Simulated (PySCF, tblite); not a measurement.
**C4H5BCl2: geometry, infrared bands and NMR shifts**

Wanted: the infrared bands and NMR shifts of C4H5BCl2 (`CC=C=CB(Cl)Cl`), by calculation.

Computed with tblite 0.8.0 and PySCF 2.14.0, with density-fitted response routines of our own, on a single molecule in the gas phase. Atoms are numbered from 0 throughout.

**1. The starting structure**

12 atoms, charge 0, multiplicity 1; geometry from: force field or distance geometry start.

Bonds of the start (Å): C0–C1 1.49, C1–C2 1.31, C2–C3 1.30, C3–B4 1.56, B4–Cl5 1.84, B4–Cl6 1.85, C0–H7 1.12, C0–H8 1.11, C0–H9 1.11, C1–H10 1.09, C3–H11 1.08.

**2. Relaxing the molecule with GFN2-xTB**

Job settings and geometry (Å):

```
{"job": {"kind": "relax", "xc": "GFN2-xTB", "basis": "xTB"}, "charge": 0, "multiplicity": 1}
C     -1.740200    -0.476900     0.828300
C     -0.815300    -1.176800    -0.100400
C      0.304100    -0.611100    -0.477500
C      1.398900    -0.027700    -0.879900
B      1.775600     1.403000    -0.384100
Cl     0.671800     2.357000     0.745000
Cl     3.350500     2.173800    -0.975500
H     -2.099500     0.471300     0.362600
H     -2.618900    -1.126200     1.043300
H     -1.240900    -0.237800     1.790200
H     -1.047000    -2.180400    -0.441500
H      2.062000    -0.568700    -1.536500
```

On the command line:

```
> OMP_NUM_THREADS=1 python probes_run.py task.json out
```

This one command runs all jobs of the session in turn.

**Question.** This job is followed by: GFN2-xTB harmonic vibrations, gas phase; GIAO PBE0/pcSseg-1 NMR shielding, non-relativistic, gas phase. What will the session give for the following? strongest single infrared mode (GFN2-xTB); zero-point energy (GFN2-xTB); ¹³C shifts against TMS (PBE0/pcSseg-1); ¹H shifts against TMS (PBE0/pcSseg-1, means over atoms taken as alike); ¹¹B shifts against BF3·OEt2 (PBE0/pcSseg-1); ³⁵Cl shifts against HCl (PBE0/pcSseg-1, means over atoms taken as alike).

The runs gave:

| quantity | value |
| --- | --- |
| strongest single infrared mode (GFN2-xTB) | 2050 cm⁻¹, 392 km/mol |
| zero-point energy (GFN2-xTB) | 49.6 kcal/mol |
| ¹³C shifts against TMS (PBE0/pcSseg-1) | 234.6, 95.1, 89.3, 15.7 ppm |
| ¹H shifts against TMS (PBE0/pcSseg-1, means over atoms taken as alike) | 5.77, 5.53, 1.89 ppm |
| ¹¹B shifts against BF3·OEt2 (PBE0/pcSseg-1) | 53.2 ppm |
| ³⁵Cl shifts against HCl (PBE0/pcSseg-1, means over atoms taken as alike) | 244 ppm |

In words: Relaxing lowered the energy by 1.927 eV in 97 steps; the close pair that moved most is B4–Cl6, from 1.850 to 1.725 Å. All 30 modes are real, so the xTB geometry is a minimum. The strongest single mode, at 2050 cm⁻¹, moves mainly C2. Unscaled tight-binding wavenumbers are off by several per cent, some by more. Its intensities can rank the bands wrongly. C2 (central carbon of an allene) lies farthest downfield among carbon, at 234.6 ppm; the central sp carbon of an allene is among the most deshielded carbons of hydrocarbons. At PBE0/pcSseg-1: The largest span, 476 ppm, is at Cl5, Cl6, where the paramagnetic term is -441 ppm.
